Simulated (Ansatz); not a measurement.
# HfO+ (quartet): from Hartree-Fock to the top rungs, def2-QZVPP

One table from this session's results is given with a row withheld; the runs are named, their logs left out.

Computed with Ansatz 0.2.0, Gaussian basis. Level: def2-QZVPP, core rule «outside noble gas», up to 5 orbitals frozen.

To be run: UHF; ROHF; CCSD(T) on UHF.

### The geometry

The geometry is a PBE0/def2-TZVP stationary point (not a proven minimum) of the parent state, kept for this charge and spin. No spin-orbit coupling is included. Elements past krypton take def2 core potentials.

2 atoms, charge 1, spin multiplicity 4.

Atoms are counted from 1 here; the program's logs count them from 0.

Bond lengths: Hf1–O2 1.996 Å.

The first run:

in.yaml

```yaml
crystal:
  periodic: [false, false, false]
  atoms:
    - {symbol: Hf, position_ang: [0.000000, 0.000000, 0.000000]}
    - {symbol: O, position_ang: [0.000000, 0.000000, 1.995600]}
basis:
  gaussian: {orbitals: "def2-QZVPP.json"}
total_charge: 1
magnetization: {spin_polarized: true, initial_magnetization: 3}
hamiltonian: {xc: hf}
output: {orbitals: {seedname: orbitals}}
```

Launch:

```
$ ansatz run in.yaml --threads 1 --pin off --events-out ev --progress --plain --max-ram 4096MiB --backend cpu
```

Steps of the session up to this table: UHF; ROHF; CCSD(T) on UHF.

One table of the session follows, with a row left open; its other results are not shown here.

```
  method  from UCCSD(T) (meV)
    ROHF              +7415.9
     UHF                    ?
    UMP2               +567.8
   UCCSD               +305.8
UCCSD(T)                    0
```

Q: Estimate the row for UHF from the others.

As computed: from UCCSD(T) (meV): +7208.7. In the column «from UCCSD(T) (meV)» it lies between UMP2 (+567.8) and ROHF (+7415.9).
